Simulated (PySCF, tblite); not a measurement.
**C6H7N3Si: geometry, infrared bands and NMR shifts**

What infrared bands and NMR shifts should C6H7N3Si (`[SiH3]c1ccc2n[nH]nc2c1`) show?

Computed with tblite 0.8.0 and PySCF 2.14.0, with density-fitted response routines of our own, on a single molecule in the gas phase. Atoms count from 0, in the outputs and in this text.

### Step 1. Starting geometry

17 atoms, charge 0, multiplicity 1; geometry from: force field or distance geometry start.

Bonds of the start (Å): Si0–C1 1.90, C1–C2 1.43, C2–C3 1.42, C3–C4 1.41, C4–N5 1.35, N5–N6 1.34, N6–N7 1.35, N7–C8 1.35, C8–C9 1.40, C9–C1 1.43, C8–C4 1.46, Si0–H10 1.48, Si0–H11 1.48, Si0–H12 1.49, C2–H13 1.09, C3–H14 1.08, N6–H15 1.02, C9–H16 1.09.

### Step 2. Relaxing the molecule with GFN2-xTB

The job: settings as JSON, then the geometry in Å.

```
{"job": {"kind": "relax", "xc": "GFN2-xTB", "basis": "xTB"}, "charge": 0, "multiplicity": 1}
Si     2.983800     0.278300     0.083500
C      1.104100     0.025900    -0.056300
C      0.604100    -0.990700    -0.926000
C     -0.780300    -1.252600    -1.106400
C     -1.634600    -0.460000    -0.316500
N     -2.979700    -0.462900    -0.253700
N     -3.209700     0.511000     0.635900
N     -2.171000     1.171600     1.180800
C     -1.122300     0.573200     0.584000
C      0.243300     0.833600     0.742300
H      3.643000    -0.336700    -1.091300
H      3.270000     1.732100     0.125100
H      3.470100    -0.356800     1.337200
H      1.296500    -1.591400    -1.518600
H     -1.153900    -2.015200    -1.765700
H     -4.166400     0.742800     0.917600
H      0.595900     1.609600     1.417900
```

Started as:

```console
$ OMP_NUM_THREADS=1 python probes_run.py task.json out
```

The driver reads the jobs from task.json and runs them one after another.

**Question.** This job is followed by: GFN2-xTB harmonic vibrations, gas phase; GIAO PBE0/pcSseg-1 NMR shielding, non-relativistic, gas phase. What will the session give for the following? strongest single infrared mode (GFN2-xTB); zero-point energy (GFN2-xTB); ¹³C shifts against TMS (PBE0/pcSseg-1); ¹H shifts against TMS (PBE0/pcSseg-1, means over atoms taken as alike); ²⁹Si shifts against TMS (PBE0/pcSseg-1); ¹⁵N shifts against NH3 (PBE0/pcSseg-1).

The runs gave:

| quantity | value |
| --- | --- |
| strongest single infrared mode (GFN2-xTB) | 790 cm⁻¹, 513 km/mol |
| zero-point energy (GFN2-xTB) | 73.4 kcal/mol |
| ¹³C shifts against TMS (PBE0/pcSseg-1) | 148.8, 148.2, 137.6, 134.0, 133.0, 124.3 ppm |
| ¹H shifts against TMS (PBE0/pcSseg-1, means over atoms taken as alike) | 11.86, 8.62, 8.36, 7.96, 4.75 ppm |
| ²⁹Si shifts against TMS (PBE0/pcSseg-1) | -66.8 ppm |
| ¹⁵N shifts against NH3 (PBE0/pcSseg-1) | 349.8, 348.8, 276.6 ppm |

What this shows: Over 17 steps the energy fell by 0.293 eV; of the close pairs, C2–C3 changed most, 1.420 to 1.367 Å. The lowest mode is imaginary (40i cm⁻¹), so the xTB geometry is not a minimum. The strongest single mode, at 790 cm⁻¹, has its largest shares on H10, H11 and H12 (the list is cut at 3 atoms). GFN2-xTB is a fitted tight-binding method: band positions and strengths are rough. Its intensities can rank the bands wrongly. NICS(1)zz of -27 ppm above the planar ring from C1 marks a diatropic (aromatic) ring current. NICS(1)zz of -40 ppm above the planar ring from C4 marks a diatropic (aromatic) ring current.
